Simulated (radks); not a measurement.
# Ar inside a hard spherical wall

One table from this session's results is given with a row withheld; the runs are named, their logs left out.

Method: scalar-relativistic Kohn-Sham, PBE, spin-unpolarised, spherical densities, finite nucleus. Code: radks (a radial shooting solver on a logarithmic mesh, Libxc functionals) version 1.

## What is computed

- element: argon (Z = 18)
- charge: 0
- electrons: 18
- configuration: [Ar]
- nuclear rms radius: 3.4274 fm

The outer shells:

Ar
```
[Ne] core
3s [↑↓]
3p [↑↓][↑↓][↑↓]
```

The first run:

Settings of this run:

```text
Z 18
configuration [Ar] 4s0 3d0 4p0
relativity scalar-relativistic
functional pbe,pbe
spin unpolarised
nucleus finite rms 3.4274 fm
c 137.035999084
```

Among the steps run: The free atom; Wall at 20 bohr; Wall at 15 bohr; Wall at 8 bohr; Wall at 6 bohr; Wall at 3 bohr; Wall at 2.5 bohr; Wall at 1.5 bohr.

One of the session's tables, all rows but one given; the rest of the session is left out.

```
R (bohr)  E − E(free) (eV)  ε(3p) (eV)
    free             0.000     -10.270
      20            -0.000     -10.270
      15             0.000     -10.270
       8             0.003     -10.262
       6             0.087     -10.120
       3            20.532      -0.664
     2.5                 ?           ?
     1.5            584.00      110.24
```

**Question.** Estimate the row for R (bohr) = 2.5.

Worked estimate for «E − E(free) (eV)». A straight line through the neighbours (3, 20.532) and (1.5, 584.00) gives 20.532 + (584.00 − 20.532) × (2.5 − 3) / (1.5 − 3) = 208.355; a parabola fitted to 3 rows on both sides gives 167.374.

The run gave: E − E(free) (eV): 57.275; ε(3p) (eV): 10.044. In «E − E(free) (eV)» the line misses by +151.080 and the parabola by +110.099.

Shells are not refilled when levels cross, and a hard wall is a model, not a crystal.
